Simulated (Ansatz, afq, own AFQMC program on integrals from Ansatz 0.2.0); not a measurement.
# GeH+ (triplet): quantum Monte Carlo beside coupled cluster, cc-pVQZ

How near does AFQMC come to the top of the ladder for GeH+ (triplet)?

Computed with Ansatz 0.2.0, Gaussian basis, and an in-house AFQMC program (afq) on its integrals; all values are calculated. Level: cc-pVQZ, frozen cores.

To be run: Full CI; PBE (unrestricted); r2SCAN (unrestricted); CCSD(T) on UHF; PBE0 (unrestricted); B3LYP (unrestricted); wB97M-V (unrestricted); B2PLYP (unrestricted); CCSDT(Q) on UHF; Phaseless AFQMC, CISD trial on UHF.

1 further run of the same task is left out (it didn't finish).

## Step 1: The geometry

The geometry is a PBE0/def2-TZVP stationary point (not a proven minimum) of the parent state, kept for this charge and spin. No spin-orbit coupling is included. The filled d shell of Ge may be among the frozen orbitals whatever the setting's name suggests; the logs give the count.

2 atoms, charge 1, spin multiplicity 3.

Atoms are counted from 1 here; the program's logs count them from 0.

Bond lengths: Ge1–H2 1.589 Å.

Geometry (Å):

```xyz
2
GeH
Ge    0.0000    0.0000    0.0000
H     0.0000    0.0000    1.5886
```

## Step 2: Full CI

Input file in.yaml:

```yaml
crystal:
  periodic: [false, false, false]
  atoms:
    - {symbol: Ge, position_ang: [0.000000, 0.000000, 0.000000]}
    - {symbol: H, position_ang: [0.000000, 0.000000, 1.588631]}
basis:
  gaussian: {orbitals: cc-pVQZ}
total_charge: 1
magnetization: {spin_polarized: false, initial_magnetization: 2}
correlation: {method: fci, electrons: outside_noble_gas}
```

On the command line:

```console
$ ansatz run in.yaml --threads 1 --pin off --events-out ev --progress --plain --max-ram 16896MiB --backend cuda --devices 0, --max-vram 18GiB
```

Log:

```text
Functional definition: HF
  name "HF"
  cite "Fock, Z. Phys. 61, 126 (1930) doi:10.1007/BF01340294"
  parent pbe
  exchange = exact_x
  correlation = 0
1082 factors; integrals over basis functions are off by at most 1.8e-7 eV
mean field evaluation 1: about -56479.5686 eV, gradient 7.8e0 eV
mean field evaluation 2: about -56479.5809 eV, gradient 7.7e0 eV
mean field evaluation 4: about -56479.9260 eV, gradient 9.2e-1 eV
mean field evaluation 8: about -56479.9538 eV, gradient 3.3e-1 eV
mean field evaluation 16: about -56479.9607 eV, gradient 1.2e-6 eV
mean field evaluation 32: about -56479.9601 eV, gradient 5.2e-1 eV
mean field -56479.96072726 eV, -2075.6002732343 hartree, gradient 1.2e-6 eV, S^2 2.000000; 2 other end points of the search recorded, 0 dependent functions left out
14 core orbitals not correlated: weight in the atoms' cores, before any rotation towards them, 1.000 or more for the frozen orbitals, at most 0.000 for the correlated occupied ones
reference -56479.96072726 eV, -2075.6002732343 hartree; 3, 1 occupied and 81, 83 virtual orbitals, 1082 factors
state -56481.93006389 eV, -2075.6726450209 hartree
Total energy: -56481.93006389 eV, -2075.6726450209 hartree
```

It took 26 s on 1 × NVIDIA H100 80GB HBM3 with 1 thread of AMD EPYC 7R13 (Zen 3), shared host; peak host memory 1.6 GiB.

From the report: 3,037,760 determinants, symmetry B1.

## Step 3: PBE (unrestricted)

in.yaml, as its differences from that of step 2:

```diff
@@ -8,3 +8,4 @@
 total_charge: 1
-magnetization: {spin_polarized: false, initial_magnetization: 2}
-correlation: {method: fci, electrons: outside_noble_gas}
+magnetization: {spin_polarized: true, initial_magnetization: 2}
+hamiltonian: {xc: {name: PBE}}
+output: {orbitals: {seedname: orbitals}}
```

On the command line:

```console
$ ansatz run in.yaml --threads 1 --pin off --events-out ev --progress --plain --max-ram 5632MiB --backend cpu
```

Log:

```text
Functional definition: PBE
  name "PBE"
  cite "Perdew, Burke & Ernzerhof, Phys. Rev. Lett. 77, 3865 (1996) doi:10.1103/PhysRevLett.77.3865"
  parent pbe
  parameter kappa = 0.804
  parameter beta = 0.06672455060314922
  exchange = pbe_x(kappa = kappa, mu = beta*pi^2/3)
  correlation = pbe_c(beta = beta)
464 factors; their error is unknown
mean field evaluation 1: about -56514.1493 eV, gradient 1.0e1 eV
mean field evaluation 2: about -56514.0417 eV, gradient 1.0e1 eV
mean field evaluation 4: about -56514.8247 eV, gradient 7.5e-1 eV
mean field evaluation 8: about -56514.8226 eV, gradient 4.6e-2 eV
mean field evaluation 16: about -56514.7496 eV, gradient 3.3e0 eV
mean field -56514.82262007 eV, -2076.8814241648 hartree, gradient 2.0e-5 eV, S^2 2.004029; 1 other end points of the search recorded, 0 dependent functions left out
reference -56514.82266143 eV, -2076.8814256850 hartree; 17, 15 occupied and 81, 83 virtual orbitals, 464 factors
Total energy: -56514.82266143 eV, -2076.8814256850 hartree
```

Wall time 1.4 s (1 thread of AMD EPYC 7R13 (Zen 3), shared host); peak memory 1.6 GiB.

From the report: ⟨S²⟩ of the determinant 2.004 (pure triplet: 2.00).

## Step 4: r2SCAN (unrestricted)

in.yaml, as its differences from that of step 3:

```diff
@@ -9,3 +9,2 @@
 magnetization: {spin_polarized: true, initial_magnetization: 2}
-hamiltonian: {xc: {name: PBE}}
-output: {orbitals: {seedname: orbitals}}
+hamiltonian: {xc: {name: r2SCAN}}
```

Same command.

Log:

```text
Functional definition: r2SCAN
  name "r2SCAN"
  cite "Furness, Kaplan, Ning, Perdew & Sun, J. Phys. Chem. Lett. 11, 8208 (2020) doi:10.1021/acs.jpclett.0c02405"
  cite "Furness, Kaplan, Ning, Perdew & Sun, J. Phys. Chem. Lett. 11, 9248 (2020) doi:10.1021/acs.jpclett.0c03077"
  parent r2scan
  parameter k0 = 0.174
  parameter k1 = 0.065
  parameter a1 = 4.9479
  exchange = r2scan_x(k0 = k0, k1 = k1, a1 = a1)
  correlation = r2scan_c
464 factors; their error is unknown
mean field evaluation 1: about -56522.5696 eV, gradient 8.7e0 eV
mean field evaluation 2: about -56522.7158 eV, gradient 7.1e0 eV
mean field evaluation 4: about -56523.0974 eV, gradient 8.3e-1 eV
mean field evaluation 8: about -56523.0986 eV, gradient 4.2e-2 eV
mean field evaluation 16: about -56522.9666 eV, gradient 3.9e0 eV
mean field -56523.09857982 eV, -2077.1855600763 hartree, gradient 3.0e-5 eV, S^2 2.009899; 1 other end points of the search recorded, 0 dependent functions left out
reference -56523.09859517 eV, -2077.1855606402 hartree; 17, 15 occupied and 81, 83 virtual orbitals, 464 factors
Total energy: -56523.09859517 eV, -2077.1855606402 hartree
```

It took 3.2 s on 1 thread of AMD EPYC 7R13 (Zen 3), shared host; peak memory 1.6 GiB.

From the report: ⟨S²⟩ of the determinant 2.010 (pure triplet: 2.00).

## Step 5: CCSD(T) on UHF

in.yaml, as its differences from that of step 4:

```diff
@@ -9,2 +9,2 @@
 magnetization: {spin_polarized: true, initial_magnetization: 2}
-hamiltonian: {xc: {name: r2SCAN}}
+correlation: {method: ccsd_t, electrons: outside_noble_gas, hamiltonian_folder: ham}
```

On the command line:

```console
$ ansatz run in.yaml --threads 1 --pin off --events-out ev --progress --plain --max-ram 16896MiB --backend cuda --devices 0, --max-vram 18GiB
```

Log, cut to the lines that bear on the results:

```text
Functional definition: HF
  name "HF"
  cite "Fock, Z. Phys. 61, 126 (1930) doi:10.1007/BF01340294"
  parent pbe
[...]
601 factors; integrals over basis functions are off by at most 1.3e-3 eV
[...]
mean field -56480.14172647 eV, -2075.6069248328 hartree, gradient 7.3e-6 eV, S^2 2.024142; 2 other end points of the search recorded, 0 dependent functions left out
14 core orbitals not correlated: weight in the atoms' cores, before any rotation towards them, 1.000 or more for the frozen orbitals, at most 0.000 for the correlated occupied ones
reference -56480.14172647 eV, -2075.6069248328 hartree; 3, 1 occupied and 81, 83 virtual orbitals, 601 factors
second order -1.34628040 eV of doubles, -0.00000000 eV of singles
cycle   1  -1.58954744 eV  change   -2.4e-1 eV  update   4.8e-2
[...]
cycle  10  -1.74798282 eV  change   -2.2e-6 eV  update   2.4e-6
perturbative correction -0.04466220 eV, -0.0016413055 hartree
Total energy: -56481.93437149 eV, -2075.6728033221 hartree
```

Run time: 4.8 s. Hardware: 1 × NVIDIA H100 80GB HBM3 with 1 thread of AMD EPYC 7R13 (Zen 3), shared host; peak host memory 1.6 GiB.

From the report: ⟨S²⟩ of the determinant 2.024 (pure triplet: 2.00); correlation -1.7926 eV; T1 0.022; largest double amplitude 0.08.

This run also writes the integrals to the folder ham.

## Step 6: PBE0 (unrestricted)

in.yaml, as its differences from that of step 5:

```diff
@@ -9,2 +9,3 @@
 magnetization: {spin_polarized: true, initial_magnetization: 2}
-correlation: {method: ccsd_t, electrons: outside_noble_gas, hamiltonian_folder: ham}
+hamiltonian: {xc: {name: PBE0}}
+output: {orbitals: {seedname: orbitals}}
```

On the command line:

```console
$ ansatz run in.yaml --threads 1 --pin off --events-out ev --progress --plain --max-ram 5632MiB --backend cpu
```

Log:

```text
Functional definition: PBE0
  name "PBE0"
  cite "Adamo & Barone, J. Chem. Phys. 110, 6158 (1999) doi:10.1063/1.478522"
  cite "Perdew, Burke & Ernzerhof, Phys. Rev. Lett. 77, 3865 (1996) doi:10.1103/PhysRevLett.77.3865"
  parent pbe
  parameter a = 0.25
  parameter kappa = 0.804
  parameter beta = 0.06672455060314922
  exchange = (1 - a)*pbe_x(kappa = kappa, mu = beta*pi^2/3) + a*exact_x
  correlation = pbe_c(beta = beta)
542 factors; their error is unknown
mean field evaluation 1: about -56515.7079 eV, gradient 7.7e0 eV
mean field evaluation 2: about -56515.9466 eV, gradient 5.0e0 eV
mean field evaluation 4: about -56516.1143 eV, gradient 4.2e-1 eV
mean field evaluation 8: about -56516.3099 eV, gradient 4.9e-3 eV
mean field -56516.30993770 eV, -2076.9360820799 hartree, gradient 2.9e-5 eV, S^2 2.007161; 0 other end points of the search recorded, 0 dependent functions left out
reference -56516.30996859 eV, -2076.9360832147 hartree; 17, 15 occupied and 81, 83 virtual orbitals, 542 factors
Total energy: -56516.30996859 eV, -2076.9360832147 hartree
```

Run time: 1.4 s. Hardware: 1 thread of AMD EPYC 7R13 (Zen 3), shared host; peak memory 1.6 GiB.

From the report: ⟨S²⟩ of the determinant 2.007 (pure triplet: 2.00).

## Step 7: B3LYP (unrestricted)

in.yaml, as its differences from that of step 6:

```diff
@@ -9,3 +9,2 @@
 magnetization: {spin_polarized: true, initial_magnetization: 2}
-hamiltonian: {xc: {name: PBE0}}
-output: {orbitals: {seedname: orbitals}}
+hamiltonian: {xc: {name: B3LYP}}
```

Same command.

Log, cut to the lines that bear on the results:

```text
Functional definition: B3LYP
  name "B3LYP"
  cite "Stephens, Devlin, Chabalowski & Frisch, J. Phys. Chem. 98, 11623 (1994) doi:10.1021/j100096a001"
  cite "Becke, Phys. Rev. A 38, 3098 (1988) doi:10.1103/PhysRevA.38.3098"
  cite "Lee, Yang & Parr, Phys. Rev. B 37, 785 (1988) doi:10.1103/PhysRevB.37.785"
  cite "Vosko, Wilk & Nusair, Can. J. Phys. 58, 1200 (1980) doi:10.1139/p80-159"
[...]
542 factors; their error is unknown
[...]
mean field -56524.75727979 eV, -2077.2465161756 hartree, gradient 1.4e-5 eV, S^2 2.005655; 1 other end points of the search recorded, 0 dependent functions left out
reference -56524.75746387 eV, -2077.2465229406 hartree; 17, 15 occupied and 81, 83 virtual orbitals, 542 factors
Total energy: -56524.75746387 eV, -2077.2465229406 hartree
```

It took 1.9 s on 1 thread of AMD EPYC 7R13 (Zen 3), shared host; peak memory 1.6 GiB.

From the report: ⟨S²⟩ of the determinant 2.006 (pure triplet: 2.00).

## Step 8: wB97M-V (unrestricted)

in.yaml, as its differences from that of step 7:

```diff
@@ -9,2 +9,3 @@
 magnetization: {spin_polarized: true, initial_magnetization: 2}
-hamiltonian: {xc: {name: B3LYP}}
+hamiltonian: {xc: {name: wB97M-V}}
+output: {orbitals: {seedname: orbitals}}
```

The command is unchanged.

Log, cut to the lines that bear on the results:

```text
Functional definition: wB97M-V
  name "wB97M-V"
  cite "Mardirossian & Head-Gordon, J. Chem. Phys. 144, 214110 (2016) doi:10.1063/1.4952647"
  cite "Becke, J. Chem. Phys. 107, 8554 (1997) doi:10.1063/1.475007"
  cite "Vydrov & Van Voorhis, J. Chem. Phys. 133, 244103 (2010) doi:10.1063/1.3521275"
  # Of w^i u^j: cxij and so on, Table III.
[...]
  gx(w, u) = 1 - cx + cx01*u + cx10*w
  gss(w, u) = css00 + css04*u^4 + css10*w + css20*w^2 + css43*w^4*u^3
  gos(w, u) = cos00 + cos10*w + (cos20 + cos21*u)*w^2 + (cos60 + cos61*u)*w^6
[...]
      + integral(e_c_pw_mod_opposite_spin*gos(b97_w_opposite, b97_u_opposite)) + vv10(b, c)
534 factors; their error is unknown
108 factors; integrals over basis functions are off by at most 7.9e-5 eV
[...]
mean field -56520.28089041 eV, -2077.0820119002 hartree, gradient 7.8e-5 eV, S^2 2.006267; 0 other end points of the search recorded, 0 dependent functions left out
reference -56520.28092948 eV, -2077.0820133360 hartree; 17, 15 occupied and 81, 83 virtual orbitals, 534 factors
Total energy: -56520.28092948 eV, -2077.0820133360 hartree
```

Wall time 4 s (1 thread of AMD EPYC 7R13 (Zen 3), shared host); peak memory 1.6 GiB.

From the report: ⟨S²⟩ of the determinant 2.006 (pure triplet: 2.00).

## Step 9: B2PLYP (unrestricted)

in.yaml, as its differences from that of step 8:

```diff
@@ -9,3 +9,3 @@
 magnetization: {spin_polarized: true, initial_magnetization: 2}
-hamiltonian: {xc: {name: wB97M-V}}
-output: {orbitals: {seedname: orbitals}}
+hamiltonian: {xc: {name: B2PLYP}}
+correlation: {electrons: outside_noble_gas}
```

Same command.

Log, cut to the lines that bear on the results:

```text
Functional definition: B2PLYP
  name "B2PLYP"
  cite "Grimme, J. Chem. Phys. 124, 034108 (2006) doi:10.1063/1.2148954"
  cite "Becke, Phys. Rev. A 38, 3098 (1988) doi:10.1103/PhysRevA.38.3098"
  cite "Lee, Yang & Parr, Phys. Rev. B 37, 785 (1988) doi:10.1103/PhysRevB.37.785"
[...]
601 factors; integrals over basis functions are off by at most 1.3e-3 eV
[...]
mean field -56511.87246842 eV, -2076.7730080913 hartree, gradient 5.9e-6 eV, S^2 2.011944; 1 other end points of the search recorded, 0 dependent functions left out
14 core orbitals not correlated: weight in the atoms' cores, before any rotation towards them, 1.000 or more for the frozen orbitals, at most 0.000 for the correlated occupied ones
reference -56511.87258353 eV, -2076.7730123217 hartree; 3, 1 occupied and 81, 83 virtual orbitals, 601 factors
second order -1.74554199 eV of doubles, -0.00000000 eV of singles
Total energy: -56512.34387987 eV, -2076.7903321426 hartree
```

Run time: 2.8 s. Hardware: 1 thread of AMD EPYC 7R13 (Zen 3), shared host; peak memory 1.6 GiB.

From the report: ⟨S²⟩ of the determinant 2.012 (pure triplet: 2.00).

## Step 10: CCSDT(Q) on UHF

in.yaml, as its differences from that of step 9:

```diff
@@ -9,3 +9,2 @@
 magnetization: {spin_polarized: true, initial_magnetization: 2}
-hamiltonian: {xc: {name: B2PLYP}}
-correlation: {electrons: outside_noble_gas}
+correlation: {method: ccsdt_q, electrons: outside_noble_gas}
```

On the command line:

```console
$ ansatz run in.yaml --threads 1 --pin off --events-out ev --progress --plain --max-ram 16896MiB --backend cuda --devices 0, --max-vram 18GiB
```

Log, cut to the lines that bear on the results:

```text
Functional definition: HF
  name "HF"
  cite "Fock, Z. Phys. 61, 126 (1930) doi:10.1007/BF01340294"
  parent pbe
[...]
1082 factors; integrals over basis functions are off by at most 1.8e-7 eV
[...]
mean field -56480.14172830 eV, -2075.6069248999 hartree, gradient 1.5e-6 eV, S^2 2.024142; 2 other end points of the search recorded, 0 dependent functions left out
14 core orbitals not correlated: weight in the atoms' cores, before any rotation towards them, 1.000 or more for the frozen orbitals, at most 0.000 for the correlated occupied ones
reference -56480.14172830 eV, -2075.6069248999 hartree; 3, 1 occupied and 81, 83 virtual orbitals, 1082 factors
second order -1.34628514 eV of doubles, -0.00000000 eV of singles
cycle   1  -1.58954633 eV  change   -2.4e-1 eV  update   5.1e-2
[...]
cycle  12  -1.80485130 eV  change   -1.3e-7 eV  update   4.9e-7
perturbative correction -0.00065700 eV, -0.0000241441 hartree
Total energy: -56481.94723659 eV, -2075.6732761059 hartree
```

It took 4.8 s on 1 × NVIDIA H100 80GB HBM3 with 1 thread of AMD EPYC 7R13 (Zen 3), shared host; peak host memory 1.6 GiB.

From the report: ⟨S²⟩ of the determinant 2.024 (pure triplet: 2.00); correlation -1.8055 eV; T1 0.022; largest double amplitude 0.09.

## Step 11: Phaseless AFQMC, CISD trial on UHF

It reads the integrals that the CCSD(T) run on this determinant wrote.

On the command line:

```console
$ afq ham --method phaseless --trial cisd --walkers 1200 --populations 20 --least-time 60 --time-step 0.005 --steps-per-block 50 --equilibration-blocks 28 --max-blocks 4000 --target-error 0.00012 --factor-cut 1e-05 --start spin_pure --seed 7442 --release-times 0.24,0.5,1,1.5 --release-step 0.02 --release-every 3 --taylor-order 6
```

Log:

```text
orbitals 84  electrons 3 1  factors 573 of 601
reference energy -2075.60692483 Eh
CCSD correlation -0.06423718 Eh in 11 cycles, weight of the determinant in the CISD state 0.9482
energy of the start -2075.671072 Eh
 block  time / (1/Eh)  mean weight  energy / Eh
     1     0.250  0.9999  -2075.671227
     2     0.500  0.9997  -2075.671546
     3     0.750  1.0000  -2075.671851
     4     1.000  0.9999  -2075.672126
     5     1.250  0.9998  -2075.672242
     6     1.500  1.0000  -2075.672634
     7     1.750  1.0000  -2075.672746
     8     2.000  0.9998  -2075.672826
     9     2.250  0.9999  -2075.672984
    10     2.500  1.0000  -2075.672958
    11     2.750  0.9999  -2075.672856
    12     3.000  0.9998  -2075.672868
    13     3.250  0.9998  -2075.672863
    14     3.500  0.9998  -2075.672881
    15     3.750  1.0002  -2075.672996
    16     4.000  0.9999  -2075.673103
    17     4.250  0.9997  -2075.672890
    18     4.500  1.0002  -2075.673055
    19     4.750  1.0000  -2075.673068
    20     5.000  1.0004  -2075.673320
    21     5.250  1.0002  -2075.673056
    22     5.500  0.9999  -2075.673137
    23     5.750  1.0001  -2075.673148
    24     6.000  1.0003  -2075.673131
    25     6.250  0.9999  -2075.673116
    26     6.500  1.0002  -2075.673112
    27     6.750  1.0002  -2075.673246
    28     7.000  1.0000  -2075.673064
    29     7.250  1.0000  -2075.672993
    30     7.500  1.0002  -2075.673081
    31     7.750  0.9999  -2075.673184
    32     8.000  0.9998  -2075.673111
    33     8.250  0.9999  -2075.673087
    34     8.500  1.0000  -2075.673116
    35     8.750  1.0001  -2075.673002
    36     9.000  0.9997  -2075.673030
    37     9.250  0.9997  -2075.673018
    38     9.500  0.9997  -2075.673391
    39     9.750  0.9998  -2075.673265
    40    10.000  1.0002  -2075.673139
    41    10.250  1.0004  -2075.673233
    42    10.500  1.0001  -2075.673262
    43    10.750  1.0004  -2075.673471
    44    11.000  0.9997  -2075.673454
    45    11.250  0.9998  -2075.673380
    46    11.500  1.0000  -2075.673188
    47    11.750  1.0004  -2075.673147
    48    12.000  1.0005  -2075.673192
    49    12.250  0.9998  -2075.672916
    50    12.500  1.0001  -2075.673179
    51    12.750  0.9993  -2075.673122
    52    13.000  1.0004  -2075.673113
    53    13.250  1.0001  -2075.673062
    54    13.500  1.0002  -2075.673006
    55    13.750  1.0001  -2075.673125
    56    14.000  0.9998  -2075.673004
    57    14.250  1.0002  -2075.672900
    58    14.500  1.0002  -2075.672958
    59    14.750  0.9998  -2075.672942
    60    15.000  1.0000  -2075.672892
    61    15.250  0.9998  -2075.672860
    62    15.500  1.0000  -2075.672938
    63    15.750  0.9987  -2075.672948
    64    16.000  1.0000  -2075.673089
    65    16.250  0.9992  -2075.673060
    66    16.500  1.0003  -2075.673090
    67    16.750  1.0002  -2075.673173
    68    17.000  1.0003  -2075.673053
    69    17.250  1.0001  -2075.673023
    70    17.500  0.9996  -2075.673005
    71    17.750  1.0004  -2075.673039
    72    18.000  1.0000  -2075.673080
    73    18.250  1.0002  -2075.673191
    74    18.500  0.9993  -2075.672952
    75    18.750  0.9998  -2075.673045
    76    19.000  0.9997  -2075.673236
    77    19.250  0.9998  -2075.672941
    78    19.500  1.0005  -2075.672992
error from the spread of 20 populations
released: time / (1/Eh)  energy / Eh  error  mean overlap
  0.24  -2075.673174  0.000043  0.9992
  0.50  -2075.673260  0.000086  0.9998
  1.00  -2075.673185  0.000028  1.0014
  1.50  -2075.673242  0.000022  0.9977
energy -2075.673094 +/- 0.000046 Eh
```

Run time: 51 s. Hardware: 1 × NVIDIA H100 80GB HBM3 with 2 threads of AMD EPYC 7R13 (Zen 3), shared host; peak host memory 1.8 GiB.

Energy -56481.9423 ± 0.0012 eV. Caveats: constraint bias not in the error.

## Step 12: All levels side by side

The full CI on restricted orbitals is not used as the yardstick for these unrestricted rows.

On the UHF determinant, counted from CCSDT(Q) (a yardstick, not exact):

```csv
level,energy (eV),from CCSDT(Q) (kcal/mol),statistical error (kcal/mol),time
HF,-56480.1417,+41.64,,
MP2,-56481.4880,+10.59,,
CCSD,-56481.8897,+1.33,,
CCSD(T),-56481.9344,+0.30,,
CCSDT(Q),-56481.9472,0.00,,
"Phaseless AFQMC, CISD trial, step 0.005, 1200 walkers",-56481.9423,+0.11,0.03,51 s
```

The functionals' totals stand on their own zeros and serve differences with other points: PBE -56514.823 eV; r2SCAN -56523.099 eV; PBE0 -56516.310 eV; B3LYP -56524.757 eV; wB97M-V -56520.281 eV; B2PLYP -56512.344 eV.

## Step 13: Results

| quantity | value |
| --- | --- |
| CCSD(T) on UHF from CCSDT(Q) | +0.30 kcal/mol |
| Phaseless AFQMC, CISD trial on UHF from CCSDT(Q) | +0.11 ± 0.03 kcal/mol |

On UHF the phaseless walk with the CISD trial lies +0.11 kcal/mol from CCSDT(Q), 4 times its error bar. Error bars are statistical and leave out the constraint, the time step and what remains of the start.
